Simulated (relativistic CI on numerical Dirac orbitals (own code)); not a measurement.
# Er⁴⁺: M4,5 absorption multiplets

Aim: the M4,5 absorption spectrum of Er⁴⁺ in 3 surroundings, from the same atomic integrals.

Program: relativistic CI on numerical Dirac orbitals (own code) version 1. Level of theory: Dirac-Coulomb-Breit CI, KLI orbitals optimised for each configuration, model QED (radiative potential, 1s self-energy scaled to tabulated hydrogen-like ionisation energies), multiplet model of core-to-valence dipole absorption. These are calculated values, not measurements, unless marked.

### 1 The atom as given

| Item | Value |
| --- | --- |
| ion | Er⁴⁺ (Er V) |
| nuclear charge | 68 |
| electrons | 64 |
| configurations | [Xe] 4f10 → [Ar] 3d9 4s2 4p6 4d10 4f11 5s2 5p6 |
| magnetising field for the dichroism, Lz and Sz | magnetic field 10 T along z; these come from the lowest magnetised state alone (0 K) |
| temperature of the isotropic spectrum | 300 K |
| widths | Lorentz 0.36 eV, Gauss 0.4 eV |
| surrounding 1 | free ion |
| surrounding 2 | Oh, B40 = -3180, B60 = 260 cm⁻¹ |
| surrounding 3 | C2v, B20 = 750, B22 = 150, B40 = 1280, B42 = 400, B44 = -220, B60 = 370, B62 = -140, B64 = -180, B66 = -550 cm⁻¹ |

### 2 Surrounding 1: free ion

Settings of the run:

```ini
atom Er  Z=68  charge=4  electrons=64
nucleus A=166  rms_radius_fm=5.2516
hamiltonian dirac-coulomb  breit=on  qed=on  c_scale=1
orbitals kli  potential=per-configuration
slater_scale 1
correlation none
mixing on
configurations
  [Xe] 4f10
  [Ar] 3d9 4s2 4p6 4d10 4f11 5s2 5p6
end
absorption M4,5 T=300 lorentz=0.36 gauss=0.4
crystal_field free
```

From the run's result record (rounded, not every field), cut to the lines that bear on the results:

```text
status: converged
curve, one point in 4 above 2 % of the maximum [energy, isotropic, mcd, ld] [eV; bohr^2/eV]:
  - [1404.8, 6.515e-05, 0.0001135, -3.061e-05]
  - [1405.2, 0.000213, 0.000495, -0.0001752]
  - [1405.6, 0.0006826, 0.001728, -0.0006515]
  - [1406, 0.0003214, 0.0007271, -0.0002326]
  - [1406.4, 0.0001485, 0.0001354, 9.652e-05]
  - [1406.8, 0.0001933, 7.527e-05, 0.0002529]
  - [1407.2, 0.0002009, 0.0001157, 0.000209]
  - [1407.6, 0.0003631, -8.651e-05, 0.0007725]
  - [1408, 0.001246, -0.0004299, 0.003016]
  - [1408.4, 0.0007542, -0.0002913, 0.001777]
  - [1408.8, 0.0003451, -0.0001888, 0.0007194]
  - [1409.2, 0.000842, -0.0003827, 0.001928]
  - [1409.6, 0.00187, -0.0007981, 0.004392]
  - [1410, 0.0007621, -0.0006741, 0.001258]
  - [1410.4, 0.0008672, -0.001453, 0.0004074]
  - [1410.8, 0.0008676, -0.001497, 0.000341]
  - [1411.2, 0.0008271, -0.002102, -0.0007123]
  - [1411.6, 0.001271, -0.0035, -0.001508]
  - [1412, 0.003132, -0.009254, -0.004509]
  - [1412.4, 0.001559, -0.004598, -0.002231]
  - [1412.8, 0.0004532, -0.001297, -0.0005983]
  - [1413.2, 0.0002555, -0.0007148, -0.0003214]
  - [1413.6, 0.0003681, -0.001064, -0.0004989]
  - [1414, 0.0005844, -0.001715, -0.0008252]
  - [1414.4, 0.0005221, -0.001523, -0.0007247]
  - [1414.8, 0.0001632, -0.0004241, -0.0001552]
  - [1415.2, 0.000142, -0.0002361, 5.017e-05]
  - [1415.6, 0.0003123, -0.0002742, 0.0004289]
  - "... 10 more rows left out ..."
sticks, the strongest [energy, strength] [eV, bohr^2]:
  - [1405.65, 0.0005594]
  - [1408.1, 0.001062]
  - [1409.56, 0.001488]
  - [1410.44, 0.0002656]
  - [1410.63, 0.0003535]
  - [1411.34, 0.0003665]
  - [1412.05, 0.002538]
  - [1412.5, 0.0001577]
  - [1413.61, 0.0001509]
  - [1414.2, 0.0005146]
  - [1415.79, 0.0001197]
  - [1416.26, 0.0001941]
  - [1450.92, 0.0004221]
  - [1451.54, 0.0003486]
total [bohr^2]: 0.00927851
centroid [eV]: 1415.33
radial 3d10 4f10 [Ha, bohr]: {"<r^-3>(4f)": 11.911, "<r^1>(4f)": 0.72517, "<r^2>(4f)": 0.66491, "<r^4>(4f)": 1.0559, "<r^6>(4f)": 3.3771, "F2(4f,4f)": 0.60943, "F4(4f,4f)": 0.38297, "F6(4f,4f)": 0.27569, "zeta(4f)": 0.011405}
radial 3d9 4f11 [Ha, bohr]: {"<r^-3>(3d)": 424.54, "<r^1>(3d)": 0.20227, "<r^2>(3d)": 0.047994, "<r^4>(3d)": 0.0040724, "zeta(3d)": 0.60439, "<r^-3>(4f)": 12.937, "<r^1>(4f)": 0.70103, "<r^2>(4f)": 0.62029, "<r^4>(4f)": 0.91684, "<r^6>(4f)": 2.7425, "F2(4f,4f)": 0.63215, "F4(4f,4f)": 0.39767, "F6(4f,4f)": 0.2864, "F2(3d,4f)": 0.42169, "F4(3d,4f)": 0.20088, "G1(3d,4f)": 0.31122, "G3(3d,4f)": 0.18268, "G5(3d,4f)": 0.12626, "zeta(4f)": 0.012922}
ground_degeneracy: 17
ground_Lz: -6.06428
ground_Sz: -1.93572
ground_S: 1.94916
core_spin_orbit_splitting [eV]: 42.7783
branching_ratio: 0.888556
edge_boundary [eV]: 1435.22
mcd_integrals: [-0.44774, -0.0571798]
```

Run time: 34 s. Hardware: 1 thread, shared host.

### 3 Surrounding 2: Oh, B40 = -3180, B60 = 260

Changes to the settings of step 2:

```diff
@@ -12,2 +12,2 @@
 absorption M4,5 T=300 lorentz=0.36 gauss=0.4
-crystal_field free
+crystal_field Oh B40=-3180 B60=260
```

Results of the run:

```text
status: converged
curve, one point in 6 above 2 % of the maximum [energy, isotropic, mcd, ld] [eV; bohr^2/eV]:
  - [1404.8, 6.246e-05, 5.442e-05, 1.303e-06]
  - [1405.4, 0.0004106, 0.0005152, 1.662e-05]
  - [1406, 0.000362, 0.0004805, 1.205e-05]
  - [1406.6, 0.0001722, 4.313e-05, -9.964e-06]
  - [1407.2, 0.0002063, 7.04e-05, -6.768e-06]
  - [1407.8, 0.0006765, -0.0001205, -6.36e-05]
  - [1408.4, 0.0008246, -0.0001821, -8.865e-05]
  - [1409, 0.0004552, -0.0001296, -4.459e-05]
  - [1409.6, 0.00183, -0.0004364, -0.0001716]
  - [1410.2, 0.0006404, -0.0004786, -2.102e-05]
  - [1410.8, 0.0009228, -0.0009132, -1.229e-05]
  - [1411.4, 0.001013, -0.001497, 5.285e-05]
  - [1412, 0.003069, -0.004936, 0.0001827]
  - [1412.6, 0.0008182, -0.001311, 3.351e-05]
  - [1413.2, 0.000246, -0.0003688, 1.064e-05]
  - [1413.8, 0.0004278, -0.0006806, 2.336e-05]
  - [1414.4, 0.0005306, -0.0008669, 2.563e-05]
  - [1415, 0.0001286, -0.0001618, 3.101e-06]
  - [1415.6, 0.000295, -0.0001402, -5.239e-06]
  - [1416.2, 0.0003294, -0.000391, -1.671e-06]
  - [1416.8, 8.538e-05, -0.0001125, 1.158e-06]
  - [1449.9, 0.0001506, -7.381e-05, -1.023e-05]
  - [1450.5, 0.0002602, -0.0003541, 2.044e-06]
  - [1451.1, 0.0005893, -0.0007669, 4.147e-07]
  - [1451.7, 0.000432, -8.767e-05, -1.957e-05]
sticks, the strongest [energy, strength] [eV, bohr^2]:
  - [1405.69, 0.0003389]
  - [1408.13, 0.0004421]
  - [1409.55, 0.000236]
  - [1409.56, 0.0004576]
  - [1409.58, 0.0002631]
  - [1412.06, 0.00066]
  - [1412.07, 0.001498]
  - [1450.95, 0.0002302]
total [bohr^2]: 0.00927817
centroid [eV]: 1415.37
ground_degeneracy: 3
ground_Lz: -3.31788
ground_Sz: -1.06217
ground_S: 1.95039
core_spin_orbit_splitting [eV]: 42.7783
branching_ratio: 0.887776
edge_boundary [eV]: 1435.21
mcd_integrals: [-0.244923, -0.0313382]
```

Wall time 13 s (1 thread, shared host).

### 4 Surrounding 3: C2v, B20 = 750, B22 = 150, B40 = 1280, B42 = 400, B44 = -220, B60 = 370, B62 = -140, B64 = -180, B66 = -550

Changes to the settings of step 3:

```diff
@@ -12,2 +12,2 @@
 absorption M4,5 T=300 lorentz=0.36 gauss=0.4
-crystal_field Oh B40=-3180 B60=260
+crystal_field C2v B20=750 B22=150 B40=1280 B42=400 B44=-220 B60=370 B62=-140 B64=-180 B66=-550
```

Results of the run:

```text
status: converged
curve, one point in 6 above 2 % of the maximum [energy, isotropic, mcd, ld] [eV; bohr^2/eV]:
  - [1404.8, 6.375e-05, 9.814e-05, -2.31e-05]
  - [1405.4, 0.0004324, 0.0009254, -0.0003185]
  - [1406, 0.0003391, 0.0008632, -0.000276]
  - [1406.6, 0.0001711, 7.399e-05, 0.0001993]
  - [1407.2, 0.0002029, 0.0001272, 0.0001969]
  - [1407.8, 0.0007118, -0.0002153, 0.001442]
  - [1408.4, 0.0007857, -0.0003293, 0.001956]
  - [1409, 0.0004441, -0.0002389, 0.000892]
  - [1409.6, 0.001864, -0.0008201, 0.004165]
  - [1410.2, 0.0006673, -0.0008863, 0.0005298]
  - [1410.8, 0.0008877, -0.00162, 0.0003615]
  - [1411.4, 0.001003, -0.002759, -0.001097]
  - [1412, 0.003094, -0.00883, -0.004212]
  - [1412.6, 0.0008095, -0.002288, -0.001066]
  - [1413.2, 0.0002507, -0.0006628, -0.0002906]
  - [1413.8, 0.0004269, -0.001233, -0.0005755]
  - [1414.4, 0.0005252, -0.001551, -0.0007274]
  - [1415, 0.0001263, -0.00028, -6.188e-05]
  - [1415.6, 0.0003006, -0.0002538, 0.0003817]
  - [1416.2, 0.0003279, -0.0006872, -0.0001251]
  - [1416.8, 8.283e-05, -0.0002038, -5.09e-05]
  - [1449.9, 0.0001495, -0.0001323, 0.0002401]
  - [1450.5, 0.0002666, -0.0006248, -0.0002256]
  - [1451.1, 0.0005758, -0.001376, -0.0004493]
  - [1451.7, 0.0004242, -0.0001817, 0.0008315]
sticks, the strongest [energy, strength] [eV, bohr^2]:
  - [1408.1, 0.0003349]
  - [1408.14, 0.0002384]
  - [1409.56, 0.0002617]
  - [1409.57, 0.0004958]
  - [1409.58, 0.0003181]
  - [1412.04, 0.0002247]
  - [1412.05, 0.0004245]
  - [1412.06, 0.001708]
total [bohr^2]: 0.00927835
centroid [eV]: 1415.35
ground_degeneracy: 1
ground_Lz: -5.95529
ground_Sz: -1.90575
ground_S: 1.95032
core_spin_orbit_splitting [eV]: 42.7783
branching_ratio: 0.888185
edge_boundary [eV]: 1435.22
mcd_integrals: [-0.439476, -0.0563786]
```

Wall time 11 s (1 thread, shared host).

### 5 The spectra side by side

| surrounding | ground S | Lz (0 K) | Sz (0 K) | centroid (eV) | share of the lower edge | up to four highest peaks (% of the highest), eV |
| --- | --- | --- | --- | --- | --- | --- |
| 1: free | 1.95 | -6.06 | -1.94 | 1415.33 | 0.889 | 1408.1 (43), 1409.6 (60), 1410.6 (31), 1412.1 (100) |
| 2: Oh | 1.95 | -3.32 | -1.06 | 1415.37 | 0.888 | 1408.1 (43), 1409.6 (59), 1410.6 (32), 1412.1 (100) |
| 3: C2v | 1.95 | -5.96 | -1.91 | 1415.35 | 0.888 | 1408.1 (43), 1409.6 (60), 1410.6 (32), 1412.1 (100) |

### 6 What came out

```
                                 quantity           value
                  highest peak, first run       1412.1 eV
      ground spin (effective S from ⟨S²⟩)            1.95
                  share of the lower edge  0.888 to 0.889
core spin-orbit splitting (without Breit)        42.78 eV
```

In words: The lower edge takes 0.89 of the intensity in surrounding 1, above the statistical 0.60. The highest peak stays in place, within the step of the energy grid, in all surroundings. Edge positions are free-ion values and differ from those in solids by a few eV or more.
